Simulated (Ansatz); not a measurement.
# AlN: a point defect seen from the nuclei (Si on an N site)

Aim: the field gradients at and around a point defect: Si on an N site in AlN, cell charge -1. The cell is a supercell built from an entry of the Crystallography Open Database (COD; perhaps a calculated or model structure). Planned: a single point, then a relaxation, then a check of ecutwfc.

A COD entry behind a cell of this session may itself be a prediction, so a difference from it is no test against experiment.

Program: Ansatz 0.2.0. Level of theory: DFT, PBE, plane-wave PAW, default files, scalar-relativistic, as far as a step names no other. These are calculated values, not measurements.

### 1 The system as given

Symmetry: Fm-3m, No. 225, cubic system. Conventional cell: a = 11.814 Å, b = 11.814 Å, c = 11.814 Å, α = 90.00°, β = 90.00°, γ = 90.00°. Al (site symmetry 3m) is surrounded by 6 N at 1.97 Å. Al (site symmetry 4mm) has 5 N at 1.97 Å and 1 Si at 1.97 Å as nearest neighbours. Al (site symmetry mm2) is surrounded by 6 N at 1.97 Å. Al (site symmetry m-3m) has 6 N at 1.97 Å as nearest neighbours. Around Si (site symmetry m-3m) lie 6 Al at 1.97 Å. Around N (site symmetry mm2) lie 6 Al at 1.97 Å. N (site symmetry 3m) has 6 Al at 1.97 Å as nearest neighbours. N (site symmetry 4mm) has 6 Al at 1.97 Å as nearest neighbours.

As a file:

```cif
data_structure
_symmetry_space_group_name_H-M 'Fm-3m'
_symmetry_Int_Tables_number 225
_cell_length_a 11.8140
_cell_length_b 11.8140
_cell_length_c 11.8140
_cell_angle_alpha 90.000
_cell_angle_beta 90.000
_cell_angle_gamma 90.000
_cell_volume 1648.89
loop_
_atom_site_label
_atom_site_type_symbol
_atom_site_symmetry_multiplicity
_atom_site_Wyckoff_symbol
_atom_site_fract_x
_atom_site_fract_y
_atom_site_fract_z
_atom_site_occupancy
Al1 Al 32 f 0.33333 0.83333 0.83333 1
Al2 Al 24 e 0.50000 0.00000 0.83333 1
Al3 Al 48 h 0.33333 0.16667 0.50000 1
Al4 Al 4 a 0.50000 0.00000 0.50000 1
Si1 Si 4 b 0.50000 0.50000 0.50000 1
N1 N 48 i 0.66667 0.66667 0.50000 1
N2 N 32 f 0.83333 0.66667 0.66667 1
N3 N 24 e 0.00000 0.00000 0.83333 1
```

Atom 28 of the input is the impurity.

### 2 Gradients at the starting positions

File input.yaml:

```yaml
crystal:
  lattice:
    - [0.0, 5.907, 5.907]
    - [5.907, 0.0, 5.907]
    - [5.907, 5.907, 0.0]
  atoms:
    - { symbol: Al, position: [0.0, 0.0, 0.0] }
    - { symbol: Al, position: [0.0, 0.0, 0.3333333333] }
    - { symbol: Al, position: [0.0, 0.0, 0.6666666667] }
    - { symbol: Al, position: [0.0, 0.3333333333, 0.0] }
    - { symbol: Al, position: [0.0, 0.3333333333, 0.3333333333] }
    - { symbol: Al, position: [0.0, 0.3333333333, 0.6666666667] }
    - { symbol: Al, position: [0.0, 0.6666666667, 0.0] }
    - { symbol: Al, position: [0.0, 0.6666666667, 0.3333333333] }
    - { symbol: Al, position: [0.0, 0.6666666667, 0.6666666667] }
    - { symbol: Al, position: [0.3333333333, 0.0, 0.0] }
    - { symbol: Al, position: [0.3333333333, 0.0, 0.3333333333] }
    - { symbol: Al, position: [0.3333333333, 0.0, 0.6666666667] }
    - { symbol: Al, position: [0.3333333333, 0.3333333333, 0.0] }
    - { symbol: Al, position: [0.3333333333, 0.3333333333, 0.3333333333] }
    - { symbol: Al, position: [0.3333333333, 0.3333333333, 0.6666666667] }
    - { symbol: Al, position: [0.3333333333, 0.6666666667, 0.0] }
    - { symbol: Al, position: [0.3333333333, 0.6666666667, 0.3333333333] }
    - { symbol: Al, position: [0.3333333333, 0.6666666667, 0.6666666667] }
    - { symbol: Al, position: [0.6666666667, 0.0, 0.0] }
    - { symbol: Al, position: [0.6666666667, 0.0, 0.3333333333] }
    - { symbol: Al, position: [0.6666666667, 0.0, 0.6666666667] }
    - { symbol: Al, position: [0.6666666667, 0.3333333333, 0.0] }
    - { symbol: Al, position: [0.6666666667, 0.3333333333, 0.3333333333] }
    - { symbol: Al, position: [0.6666666667, 0.3333333333, 0.6666666667] }
    - { symbol: Al, position: [0.6666666667, 0.6666666667, 0.0] }
    - { symbol: Al, position: [0.6666666667, 0.6666666667, 0.3333333333] }
    - { symbol: Al, position: [0.6666666667, 0.6666666667, 0.6666666667] }
    - { symbol: Si, position: [0.1666666667, 0.1666666667, 0.1666666667] }
    - { symbol: "N", position: [0.1666666667, 0.1666666667, 0.5] }
    - { symbol: "N", position: [0.1666666667, 0.1666666667, 0.8333333333] }
    - { symbol: "N", position: [0.1666666667, 0.5, 0.1666666667] }
    - { symbol: "N", position: [0.1666666667, 0.5, 0.5] }
    - { symbol: "N", position: [0.1666666667, 0.5, 0.8333333333] }
    - { symbol: "N", position: [0.1666666667, 0.8333333333, 0.1666666667] }
    - { symbol: "N", position: [0.1666666667, 0.8333333333, 0.5] }
    - { symbol: "N", position: [0.1666666667, 0.8333333333, 0.8333333333] }
    - { symbol: "N", position: [0.5, 0.1666666667, 0.1666666667] }
    - { symbol: "N", position: [0.5, 0.1666666667, 0.5] }
    - { symbol: "N", position: [0.5, 0.1666666667, 0.8333333333] }
    - { symbol: "N", position: [0.5, 0.5, 0.1666666667] }
    - { symbol: "N", position: [0.5, 0.5, 0.5] }
    - { symbol: "N", position: [0.5, 0.5, 0.8333333333] }
    - { symbol: "N", position: [0.5, 0.8333333333, 0.1666666667] }
    - { symbol: "N", position: [0.5, 0.8333333333, 0.5] }
    - { symbol: "N", position: [0.5, 0.8333333333, 0.8333333333] }
    - { symbol: "N", position: [0.8333333333, 0.1666666667, 0.1666666667] }
    - { symbol: "N", position: [0.8333333333, 0.1666666667, 0.5] }
    - { symbol: "N", position: [0.8333333333, 0.1666666667, 0.8333333333] }
    - { symbol: "N", position: [0.8333333333, 0.5, 0.1666666667] }
    - { symbol: "N", position: [0.8333333333, 0.5, 0.5] }
    - { symbol: "N", position: [0.8333333333, 0.5, 0.8333333333] }
    - { symbol: "N", position: [0.8333333333, 0.8333333333, 0.1666666667] }
    - { symbol: "N", position: [0.8333333333, 0.8333333333, 0.5] }
    - { symbol: "N", position: [0.8333333333, 0.8333333333, 0.8333333333] }
total_charge: -1
kpoints:
  mp_grid: { grid: [3, 3, 3] }
scf:
  occupations: { method: fermi_dirac, width: 0.01 }
hamiltonian:
  xc: pbe
  pseudopotentials: { kind: paw }
output:
  forces: true
  stress: true
  populations: true
  efg:
    quadrupole_moments_barn: { Al: 0.1466, "N": 0.02044 }
    contact_densities: true
```

Started as:

```bash
$ ansatz run input.yaml --threads 1 --pin off --max-ram 3072MiB --backend cpu --events-out ev --progress --plain --runs-dir out
```

Log:

```text
Warning: RAYON_NUM_THREADS=1 ignored (pool sized by the plan → 1); use --threads N
Engine: ansatz 0.2.0, aarch64-unknown-linux-gnu
Pseudopotentials: kind: paw
Pseudopotential: Al, paw, valence charge 3, recommended cutoff 420 eV (normal), Al.paw.azcp
Pseudopotential: Si, paw, valence charge 4, recommended cutoff 420 eV (normal), Si.paw.azcp
Pseudopotential: N, paw, valence charge 5, recommended cutoff 420 eV (normal), N.paw.azcp
Functional definition: PBE
  parameter kappa = 0.804
  parameter beta = 0.06672455060314922
  exchange = pbe_x(kappa = kappa, mu = beta*pi^2/3)
  correlation = pbe_c(beta = beta)
Crystal: 54 atoms, lattice volume = 412.222 Å³
Basis set: ecut = 420 eV, 7991 PW (Γ), exchange–correlation on 120×120×120 points (8 copies of the dense FFT grid, shifted against one another)
Bands: 162, of which v1, the nominal top of the filled ones, is band 108 counted from 1 (107 counted from 0)
Symmetry: 48 space group operations
Space group: Fm-3m (ITA 225), of the structure as read, at distance tolerance 7.4e-5 Å
k-points: 4 of 27
Non-local potential: Al, projectors of the file, l = 0: 2, l = 1: 2, l = 2: 1
Non-local potential: Si, projectors of the file, l = 0: 2, l = 1: 2, l = 2: 2
Non-local potential: N, projectors of the file, l = 0: 2, l = 1: 2, l = 2: 1
PAW form: soft (Blöchl's): semilocal exchange-correlation on the pseudo side does not see the compensation charge
PAW one-centre angular grid: Al, 110 points (default); XC on 64 Gauss nodes
PAW one-centre angular grid: Si, 110 points (default); XC on 64 Gauss nodes
PAW one-centre angular grid: N, 110 points (default); XC on 64 Gauss nodes
Initial density: superposition of atomic densities (neutral atoms scaled as one to the charged cell's electrons: chi_scale 0, normalization atom), corrected by the library's trained network
Initial wavefunctions: pseudopotential atomic-orbital guess
Functional: x = pbe(κ = 0.804, μ = 0.2195149727645171), c = pbe(β = 0.06672455060314922)
SCF iter   1: F=—  HF=-25162.143515 eV  |F-HF|=—  |Δ(HF+E_count)|=         —  Δρ=7.37e-3  dr2=2.68e-1  ethr=1.77e-3  ⟨swp⟩=10.8  Hψ=4278  notcnv=0  defer=56
preconditioner: auto → Resta (q_TF=auto, 2.450 Å⁻¹)  ε∞=4.1  [insulator: Δε(μ)=3.312 eV  Ē_g=15.267 eV  σ=0.010 eV  W_gap=1.00  n_scr=112 (ndim 8)  ℏωp=26.9 eV  f_vac=0.000  D(μ)=0.00/eV (n_scr^D=0)  ε∞_Penn≈4.1]
SCF iter   2: F=—  HF=-25162.060928 eV  |F-HF|=—  |Δ(HF+E_count)|=   8.26e-2  Δρ=2.18e-3  dr2=2.69e-2  ethr=1.24e-4  ⟨swp⟩=3.2  Hψ=1024  notcnv=0  defer=186
SCF iter   3: F=—  HF=-25162.056150 eV  |F-HF|=—  |Δ(HF+E_count)|=   4.78e-3  Δρ=9.95e-4  dr2=4.38e-3  ethr=1.24e-5  ⟨swp⟩=3.2  Hψ=806  notcnv=0  defer=186
SCF iter   4: F=—  HF=-25162.055064 eV  |F-HF|=—  |Δ(HF+E_count)|=   1.09e-3  Δρ=2.22e-4  dr2=1.66e-4  ethr=2.03e-6  ⟨swp⟩=2.5  Hψ=785  notcnv=0  defer=186
SCF iter   5: F=—  HF=-25162.055027 eV  |F-HF|=—  |Δ(HF+E_count)|=   3.70e-5  Δρ=7.52e-5  dr2=2.54e-5  ethr=7.68e-8  ⟨swp⟩=2.0  Hψ=894  notcnv=0  defer=186
SCF iter   6: F=—  HF=-25162.056058 eV  |F-HF|=—  |Δ(HF+E_count)|=   1.03e-3  Δρ=1.77e-5  dr2=7.23e-7  ethr=1.18e-8  ⟨swp⟩=2.0  Hψ=940  notcnv=0  defer=186
SCF iter   7: F=-25162.056058 eV  HF=-25162.056058 eV  |F-HF|=1.47e-8  |Δ(HF+E_count)|=   3.82e-9  Δρ=3.00e-6  dr2=2.73e-8  ethr=4.63e-11  ⟨swp⟩=27.0  Hψ=5974  notcnv=0
SCF 1 converged in 7 iterations: F = -25162.056058 eV  dr2 = 2.73e-8
SCF converged after 7 iterations
Free energy (F): -25162.056058 eV
Harris-Foulkes:  -25162.056058 eV  (|F-HF|=1.47e-8)
Internal energy: -25162.056058 eV  (E = F + TS)
E sigma→0 (E₀):  -25162.056058 eV
Fermi energy:    15.927748 eV
--- Per-component energies (eV) ---
[... 15 lines left out ...]
--- Forces (eV/Å), atoms counted from 1 ---
  atom   1  Al     0.23809018     0.23809018     0.23809018
  atom   2  Al    -0.00000000     0.00000000    -5.46421499
  atom   3  Al    -0.23809018    -0.23809018     0.23809018
  atom   4  Al     0.00000000    -5.46421499     0.00000000
  atom   5  Al     5.46421499     0.00000000    -0.00000000
  atom   6  Al    -0.32027343     0.32027343     0.00000000
[... 48 lines left out ...]
  max |Σ_I F_I| component: 4.15e-15 eV/Å
--- Stress (GPa, compression-positive) ---
       42.510603      -0.000000       0.000000
       -0.000000      42.510603       0.000000
        0.000000      -0.000000      42.510603
  P = ⅓ Tr σ = 42.5106 GPa (425.106 kbar)
--- PAW observables at the nuclei: V_zz in 10²¹ V/m², potentials from the cell's mean, atoms counted from 1 ---
  atom   1  Al V_zz =    -0.054101   η = 0.0000   by run symmetry: allowed   C_q = -0.1918 MHz
            electrostatic potential = -1235.989166 V   contact ρ = 10079.144970 e/Å³
  atom   2  Al V_zz =    -3.864657   η = 0.0000   by run symmetry: allowed   C_q = -13.6993 MHz
            electrostatic potential = -1237.194186 V   contact ρ = 10080.887828 e/Å³
  atom   3  Al V_zz =    -0.054101   η = 0.0000   by run symmetry: allowed   C_q = -0.1918 MHz
            electrostatic potential = -1235.989166 V   contact ρ = 10079.144970 e/Å³
  atom   4  Al V_zz =    -3.864657   η = 0.0000   by run symmetry: allowed   C_q = -13.6993 MHz
            electrostatic potential = -1237.194186 V   contact ρ = 10080.887828 e/Å³
  atom   5  Al V_zz =    -3.864657   η = 0.0000   by run symmetry: allowed   C_q = -13.6993 MHz
            electrostatic potential = -1237.194186 V   contact ρ = 10080.887828 e/Å³
  atom   6  Al V_zz =    -0.207734   η = 0.9433   by run symmetry: allowed   C_q = -0.7364 MHz
            electrostatic potential = -1235.958922 V   contact ρ = 10079.129105 e/Å³
  atom   7  Al V_zz =    -0.054101   η = 0.0000   by run symmetry: allowed   C_q = -0.1918 MHz
            electrostatic potential = -1235.989166 V   contact ρ = 10079.144970 e/Å³
  atom   8  Al V_zz =    -0.207734   η = 0.9433   by run symmetry: allowed   C_q = -0.7364 MHz
            electrostatic potential = -1235.958922 V   contact ρ = 10079.129105 e/Å³
  atom   9  Al V_zz =    -0.207734   η = 0.9433   by run symmetry: allowed   C_q = -0.7364 MHz
            electrostatic potential = -1235.958922 V   contact ρ = 10079.129105 e/Å³
  atom  10  Al V_zz =    -3.864657   η = 0.0000   by run symmetry: allowed   C_q = -13.6993 MHz
            electrostatic potential = -1237.194186 V   contact ρ = 10080.887828 e/Å³
  atom  11  Al V_zz =    -3.864657   η = 0.0000   by run symmetry: allowed   C_q = -13.6993 MHz
            electrostatic potential = -1237.194186 V   contact ρ = 10080.887828 e/Å³
  atom  12  Al V_zz =    -0.207734   η = 0.9433   by run symmetry: allowed   C_q = -0.7364 MHz
            electrostatic potential = -1235.958922 V   contact ρ = 10079.129105 e/Å³
  atom  13  Al V_zz =    -3.864657   η = 0.0000   by run symmetry: allowed   C_q = -13.6993 MHz
            electrostatic potential = -1237.194186 V   contact ρ = 10080.887828 e/Å³
  atom  14  Al V_zz =    -0.054101   η = 0.0000   by run symmetry: allowed   C_q = -0.1918 MHz
            electrostatic potential = -1235.989166 V   contact ρ = 10079.144970 e/Å³
  atom  15  Al V_zz =    -0.054101   η = 0.0000   by run symmetry: allowed   C_q = -0.1918 MHz
            electrostatic potential = -1235.989166 V   contact ρ = 10079.144970 e/Å³
  atom  16  Al V_zz =    -0.207734   η = 0.9433   by run symmetry: allowed   C_q = -0.7364 MHz
            electrostatic potential = -1235.958922 V   contact ρ = 10079.129105 e/Å³
  atom  17  Al V_zz =    -0.054101   η = 0.0000   by run symmetry: allowed   C_q = -0.1918 MHz
            electrostatic potential = -1235.989166 V   contact ρ = 10079.144970 e/Å³
  atom  18  Al V_zz =    -0.207734   η = 0.9433   by run symmetry: allowed   C_q = -0.7364 MHz
            electrostatic potential = -1235.958922 V   contact ρ = 10079.129105 e/Å³
  atom  19  Al V_zz =    -0.054101   η = 0.0000   by run symmetry: allowed   C_q = -0.1918 MHz
            electrostatic potential = -1235.989166 V   contact ρ = 10079.144970 e/Å³
  atom  20  Al V_zz =    -0.207734   η = 0.9433   by run symmetry: allowed   C_q = -0.7364 MHz
            electrostatic potential = -1235.958922 V   contact ρ = 10079.129105 e/Å³
  atom  21  Al V_zz =    -0.207734   η = 0.9433   by run symmetry: allowed   C_q = -0.7364 MHz
            electrostatic potential = -1235.958922 V   contact ρ = 10079.129105 e/Å³
  atom  22  Al V_zz =    -0.207734   η = 0.9433   by run symmetry: allowed   C_q = -0.7364 MHz
            electrostatic potential = -1235.958922 V   contact ρ = 10079.129105 e/Å³
  atom  23  Al V_zz =    -0.054101   η = 0.0000   by run symmetry: allowed   C_q = -0.1918 MHz
            electrostatic potential = -1235.989166 V   contact ρ = 10079.144970 e/Å³
  atom  24  Al V_zz =    -0.207734   η = 0.9433   by run symmetry: allowed   C_q = -0.7364 MHz
            electrostatic potential = -1235.958922 V   contact ρ = 10079.129105 e/Å³
  atom  25  Al V_zz =    -0.207734   η = 0.9433   by run symmetry: allowed   C_q = -0.7364 MHz
            electrostatic potential = -1235.958922 V   contact ρ = 10079.129105 e/Å³
  atom  26  Al V_zz =    -0.207734   η = 0.9433   by run symmetry: allowed   C_q = -0.7364 MHz
            electrostatic potential = -1235.958922 V   contact ρ = 10079.129105 e/Å³
  atom  27  Al V_zz =    +0.000000   η = 0.0000   by run symmetry: forbidden   C_q = +0.0000 MHz
            electrostatic potential = -1235.809863 V   contact ρ = 10079.106549 e/Å³
  atom  28  Si V_zz =    -0.000000   η = 0.0000   by run symmetry: forbidden
            electrostatic potential = -1375.137741 V   contact ρ = 12811.507049 e/Å³
  atom  29  N  V_zz =    -0.872683   η = 0.0692   by run symmetry: allowed   C_q = -0.4313 MHz
            electrostatic potential = -522.366878 V   contact ρ = 1412.359704 e/Å³
  atom  30  N  V_zz =    -0.872683   η = 0.0692   by run symmetry: allowed   C_q = -0.4313 MHz
            electrostatic potential = -522.366878 V   contact ρ = 1412.359704 e/Å³
  atom  31  N  V_zz =    -0.872683   η = 0.0692   by run symmetry: allowed   C_q = -0.4313 MHz
            electrostatic potential = -522.366878 V   contact ρ = 1412.359704 e/Å³
  atom  32  N  V_zz =    +0.195603   η = 0.0000   by run symmetry: allowed   C_q = +0.0967 MHz
            electrostatic potential = -522.024437 V   contact ρ = 1412.128776 e/Å³
  atom  33  N  V_zz =    -0.872683   η = 0.0692   by run symmetry: allowed   C_q = -0.4313 MHz
            electrostatic potential = -522.366878 V   contact ρ = 1412.359704 e/Å³
  atom  34  N  V_zz =    -0.872683   η = 0.0692   by run symmetry: allowed   C_q = -0.4313 MHz
            electrostatic potential = -522.366878 V   contact ρ = 1412.359704 e/Å³
  atom  35  N  V_zz =    -0.872683   η = 0.0692   by run symmetry: allowed   C_q = -0.4313 MHz
            electrostatic potential = -522.366878 V   contact ρ = 1412.359704 e/Å³
  atom  36  N  V_zz =    +0.195603   η = 0.0000   by run symmetry: allowed   C_q = +0.0967 MHz
            electrostatic potential = -522.024437 V   contact ρ = 1412.128776 e/Å³
  atom  37  N  V_zz =    -0.872683   η = 0.0692   by run symmetry: allowed   C_q = -0.4313 MHz
            electrostatic potential = -522.366878 V   contact ρ = 1412.359704 e/Å³
  atom  38  N  V_zz =    +0.195603   η = 0.0000   by run symmetry: allowed   C_q = +0.0967 MHz
            electrostatic potential = -522.024437 V   contact ρ = 1412.128776 e/Å³
  atom  39  N  V_zz =    -0.872683   η = 0.0692   by run symmetry: allowed   C_q = -0.4313 MHz
            electrostatic potential = -522.366878 V   contact ρ = 1412.359704 e/Å³
  atom  40  N  V_zz =    +0.195603   η = 0.0000   by run symmetry: allowed   C_q = +0.0967 MHz
            electrostatic potential = -522.024437 V   contact ρ = 1412.128776 e/Å³
  atom  41  N  V_zz =    +0.195603   η = 0.0000   by run symmetry: allowed   C_q = +0.0967 MHz
            electrostatic potential = -522.024437 V   contact ρ = 1412.128776 e/Å³
  atom  42  N  V_zz =    -0.088580   η = 0.0000   by run symmetry: allowed   C_q = -0.0438 MHz
            electrostatic potential = -521.975781 V   contact ρ = 1412.128285 e/Å³
  atom  43  N  V_zz =    -0.872683   η = 0.0692   by run symmetry: allowed   C_q = -0.4313 MHz
            electrostatic potential = -522.366878 V   contact ρ = 1412.359704 e/Å³
  atom  44  N  V_zz =    -0.088580   η = 0.0000   by run symmetry: allowed   C_q = -0.0438 MHz
            electrostatic potential = -521.975781 V   contact ρ = 1412.128285 e/Å³
  atom  45  N  V_zz =    -0.088580   η = 0.0000   by run symmetry: allowed   C_q = -0.0438 MHz
            electrostatic potential = -521.975781 V   contact ρ = 1412.128285 e/Å³
  atom  46  N  V_zz =    -0.872683   η = 0.0692   by run symmetry: allowed   C_q = -0.4313 MHz
            electrostatic potential = -522.366878 V   contact ρ = 1412.359704 e/Å³
  atom  47  N  V_zz =    -0.872683   η = 0.0692   by run symmetry: allowed   C_q = -0.4313 MHz
            electrostatic potential = -522.366878 V   contact ρ = 1412.359704 e/Å³
  atom  48  N  V_zz =    +0.195603   η = 0.0000   by run symmetry: allowed   C_q = +0.0967 MHz
            electrostatic potential = -522.024437 V   contact ρ = 1412.128776 e/Å³
  atom  49  N  V_zz =    -0.872683   η = 0.0692   by run symmetry: allowed   C_q = -0.4313 MHz
            electrostatic potential = -522.366878 V   contact ρ = 1412.359704 e/Å³
  atom  50  N  V_zz =    -0.088580   η = 0.0000   by run symmetry: allowed   C_q = -0.0438 MHz
            electrostatic potential = -521.975781 V   contact ρ = 1412.128285 e/Å³
  atom  51  N  V_zz =    -0.088580   η = 0.0000   by run symmetry: allowed   C_q = -0.0438 MHz
            electrostatic potential = -521.975781 V   contact ρ = 1412.128285 e/Å³
  atom  52  N  V_zz =    +0.195603   η = 0.0000   by run symmetry: allowed   C_q = +0.0967 MHz
            electrostatic potential = -522.024437 V   contact ρ = 1412.128776 e/Å³
  atom  53  N  V_zz =    -0.088580   η = 0.0000   by run symmetry: allowed   C_q = -0.0438 MHz
            electrostatic potential = -521.975781 V   contact ρ = 1412.128285 e/Å³
  atom  54  N  V_zz =    +0.195603   η = 0.0000   by run symmetry: allowed   C_q = +0.0967 MHz
            electrostatic potential = -522.024437 V   contact ρ = 1412.128776 e/Å³
--- Band table (eV) ---
[... 4 lines left out ...]
--- Löwdin populations: 54 sites ---
  site symbol       q [e]
[... 54 lines left out ...]
  spilling = 0.010446 (of n_electrons = 216.000000)
```

It took 52 s on 1 thread of Arm Neoverse V1, shared host; peak memory 0.91 GiB.

The run ends with gap on the mesh 3.21 eV, largest force 5.464 eV/Å, pressure 42.5 GPa.

Like atoms gathered into sites:

| site | atoms | distance from the defect (Å) | V_zz (10²¹ V/m²) | η | C_Q (MHz) |
| --- | --- | --- | --- | --- | --- |
| Si | 28 | 0.00 | 0.00 | – | – |
| Al2 | 2, 4, 5, 10, … | 1.97 | -3.86 | 0.00 | -13.7 (²⁷Al) |
| N29 | 29, 30, 31, 33, … | 2.78 | -0.87 | 0.07 | -0.431 (¹⁴N) |
| Al1 | 1, 3, 7, 14, … | 3.41 | -0.054 | 0.00 | -0.192 (²⁷Al) |
| N42 | 42, 44, 45, 50, … | 3.94 | -0.089 | 0.00 | -0.044 (¹⁴N) |
| Al6 | 6, 8, 9, 12, … | 4.40 | -0.21 | 0.94 | -0.736 (²⁷Al) |
| N32 | 32, 36, 38, 40, … | 4.82 | 0.20 | 0.00 | 0.097 (¹⁴N) |
| Al27 | 27 | 5.91 | 0.00 | – | 0 (²⁷Al) |

C_Q = eQV_zz/h, which is 24.18 MHz for Q = 1 b and V_zz = 10²¹ V/m²; η = (V_xx − V_yy)/V_zz. Nuclear quadrupole moments: year-2017 set (Pyykkö). A dash under C_Q marks elements without a common quadrupolar isotope.

Direction of the V_zz axis (Cartesian unit vector):

| site | atom | x | y | z |
| --- | --- | --- | --- | --- |
| Al1 | 1 | 0.58 | 0.58 | 0.58 |
| Al2 | 2 | 0.00 | 0.00 | 1.00 |
| N29 | 29 | 0.71 | 0.71 | 0.00 |
| N32 | 32 | -0.58 | 0.58 | 0.58 |
| N42 | 42 | 0.00 | 0.00 | 1.00 |

(Part 1 of 3 ends here.)
